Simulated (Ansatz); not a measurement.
**BH4NSiZn: a ladder of functionals and wavefunction methods**

How much do the methods differ for BH4NSiZn? The plan is to run it at one geometry with functionals of several rungs and with coupled cluster. The yardstick is the atomisation energy at the CCSD(T) limit.

The runs use Ansatz 0.2.0, Gaussian basis; functionals in def2-TZVPP, the program's frozen cores in correlated methods.

The runs, in order: LDA (SPW92), PBE-D4, revPBE-D4, BLYP-D4, r2SCAN-D4, B97M-V, PBE0-D4, B3LYP-D4, r2SCANh-D4, r2SCAN0-D4, HSE06-D4, BHLYP-D4, CAM-B3LYP-D4, LC-ωPBE, ωB97X-V, ωB97M-V, B2PLYP, PBE-QIDH; CCSD(T)/def2-SVP; CCSD(T)/def2-TZVPP; MP2/def2-QZVPP; extrapolation to the limit; RPA on PBE.

### 1 The geometry

The geometry comes from an earlier relaxation with PBE0-D4 in a triple-zeta def2 set; it is a stationary point, not always the lowest conformer.

SMILES `[BH]1N[SiH2][Zn]1`, 8 atoms, charge 0, spin multiplicity 1.

Atoms are counted from 1 here; the program's logs count them from 0.

Bond lengths: B1–N2 1.394 Å, B1–Zn4 2.116 Å, B1–H5 1.194 Å, N2–Si3 1.818 Å, N2–H6 1.017 Å, Si3–Zn4 2.430 Å, Si3–H7 1.497 Å, Si3–H8 1.497 Å. Angles: N2–B1–Zn4 88.3°, N2–B1–H5 125.2°, Zn4–B1–H5 146.5°, B1–N2–Si3 124.2°, B1–N2–H6 118.2°, Si3–N2–H6 117.6°, N2–Si3–Zn4 70.4°, N2–Si3–H7 106.7°, N2–Si3–H8 106.7°, Zn4–Si3–H7 127.3°, Zn4–Si3–H8 127.3°, H7–Si3–H8 104.4°, B1–Zn4–Si3 77.2°.

As a file:

```xyz
8

B    -0.3773    1.1987   -0.9371
N    -0.0375    0.5136    0.2289
Si    0.2955   -1.2724    0.3047
Zn   -0.2436   -0.6386   -1.9784
H    -0.5996    2.3695   -1.0084
H     0.0298    1.0425    1.0954
H     1.6577   -1.4308    0.9059
H    -0.6330   -1.8397    1.3333
```

### 2 LDA

This LDA is Slater exchange with PW92 correlation.

File in.yaml:

```yaml
crystal:
  periodic: [false, false, false]
  atoms:
    - {symbol: B, position_ang: [-0.377281, 1.198690, -0.937097]}
    - {symbol: N, position_ang: [-0.037493, 0.513631, 0.228880]}
    - {symbol: Si, position_ang: [0.295541, -1.272358, 0.304695]}
    - {symbol: Zn, position_ang: [-0.243581, -0.638619, -1.978356]}
    - {symbol: H, position_ang: [-0.599615, 2.369515, -1.008364]}
    - {symbol: H, position_ang: [0.029784, 1.042503, 1.095366]}
    - {symbol: H, position_ang: [1.657741, -1.430752, 0.905877]}
    - {symbol: H, position_ang: [-0.632994, -1.839711, 1.333299]}
basis:
  gaussian: {orbitals: def2-TZVPP}
hamiltonian: {xc: lda}
output: {orbitals: {seedname: orbitals}}
```

Command:

```sh
$ ansatz run in.yaml --threads 4 --pin off --events-out ev --progress --plain --max-ram 10444MiB
```

Further steps of the session: PBE-D4 (GGA); revPBE-D4 (GGA); BLYP-D4 (GGA); r2SCAN-D4 (meta-GGA); B97M-V (meta-GGA); B3LYP-D4 (hybrid); r2SCANh-D4 (hybrid); r2SCAN0-D4 (hybrid); HSE06-D4 (hybrid); BHLYP-D4 (hybrid); CAM-B3LYP-D4 (range-separated); LC-ωPBE (range-separated); ωB97X-V (range-separated); ωB97M-V (range-separated); B2PLYP (double hybrid); PBE-QIDH (double hybrid); CCSD(T) in def2-SVP; CCSD(T) in def2-TZVPP; MP2 in def2-QZVPP; RPA on PBE orbitals.

Before running them: what should the planned runs give, taken together? Wanted: atomisation energy, CCSD(T)/CBS; farthest beyond LDA; mean size of error, GGA; mean size of error, meta-GGA; mean size of error, hybrid; mean size of error, range-separated; mean size of error, double hybrid; gap, smallest and largest; T1 diagnostic.

As calculated:

| quantity | value |
| --- | --- |
| atomisation energy, CCSD(T)/CBS | 2330.0 kJ/mol |
| functionals within 11.7 kJ/mol (0.5 %) | revPBE-D4, BLYP-D4, r2SCAN0-D4, PBE-QIDH |
| farthest beyond LDA | PBE-D4 (+62.6 kJ/mol) |
| mean size of error, GGA | 23.3 kJ/mol |
| mean size of error, meta-GGA | 30.7 kJ/mol |
| mean size of error, hybrid | 22.2 kJ/mol |
| mean size of error, range-separated | 24.9 kJ/mol |
| mean size of error, double hybrid | 10.2 kJ/mol |
| gap, smallest and largest | 2.08 eV (BLYP-D4), 8.05 eV (LC-ωPBE) |
| T1 diagnostic | 0.0186 |
| triples share of the correlation energy | 3.9 % |

The LDA atomisation energy is off by 378.1 kJ/mol (16 %): it overbinds. PBE-D4 misses by +62.6 kJ/mol. Double hybrids carry the basis error of their MP2 part in triple zeta, and no dispersion term here, so their miss is partly the set-up's. Taken by rung, double hybrid functionals do best (10.2 kJ/mol on average) and meta-GGA ones worst beyond LDA (30.7 kJ/mol). range-separated functionals lie within the reference's doubt of that worst mean (24.9 kJ/mol), so those two tie. The reference freezes the cores and leaves out relativity and excitations past (T), so misses under about 11.7 kJ/mol can't be ranked. Hartree-Fock recovers 70 % of the binding; the rest is correlation. CCSD(T) in def2-SVP is off by -160.4 kJ/mol, so the small basis spoils what the method gains. The gap grows from 2.1 to 8.1 eV across the functionals, mostly with the share of exact exchange. For Zn the d shell is correlated and the shells below it are frozen.
